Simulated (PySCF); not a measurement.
# C5H7BrSSi: the cost of one run

The runs use PySCF 2.14.0, with density-fitted response routines of our own; the level of theory stands in each step. All values are computed, except where a source is named. Atoms count from 0, in the outputs and in this text.

### Step 1. The starting structure

15 atoms, charge 0, multiplicity 1; geometry from: GFN2-xTB.

Bonds of the start (Å): C0–Si1 1.89, Si1–Br2 2.23, Si1–C3 1.87, C3–C4 1.36, C4–C5 1.41, C5–C6 1.36, C6–S7 1.72, S7–C3 1.74, C0–H8 1.09, C0–H9 1.09, C0–H10 1.09, Si1–H11 1.46, C4–H12 1.08, C5–H13 1.08, C6–H14 1.07.

### Step 2. Excited states and response: wB97X-D/def2-SVPD

The job: settings as JSON, then the geometry in Å.

```
{"job": {"kind": "uv", "xc": "wB97X-D", "basis": "def2-SVPD", "nstates": 8, "ntriplets": 3}, "charge": 0, "multiplicity": 1}
C     -2.546138     0.758468     0.365195
Si    -1.454009    -0.466167    -0.574375
Br    -1.844129    -2.513691     0.226191
C      0.359670    -0.139653    -0.278019
C      1.335508    -0.957140     0.214284
C      2.603762    -0.343550     0.275539
C      2.582785     0.937036    -0.174573
S      1.015937     1.418243    -0.680205
H     -2.372972     1.773702     0.019979
H     -3.599523     0.530255     0.225865
H     -2.342063     0.731492     1.433468
H     -1.773860    -0.552748    -1.996581
H      1.149888    -1.969990     0.526622
H      3.488559    -0.835065     0.638059
H      3.392171     1.636796    -0.243360
```

Level: TDDFT wB97X-D/def2-SVPD, vertical, gas phase, core orbitals frozen in the response.

Command:

```sh
> OMP_NUM_THREADS=1 python probes_run.py task.json out
```

This one command runs all jobs of the session in turn.

**Question.** How long does this job take on 1 thread of Arm Neoverse V1, shared host, and how much memory does it need?

About 88 s, with a peak of 1.2 GiB.
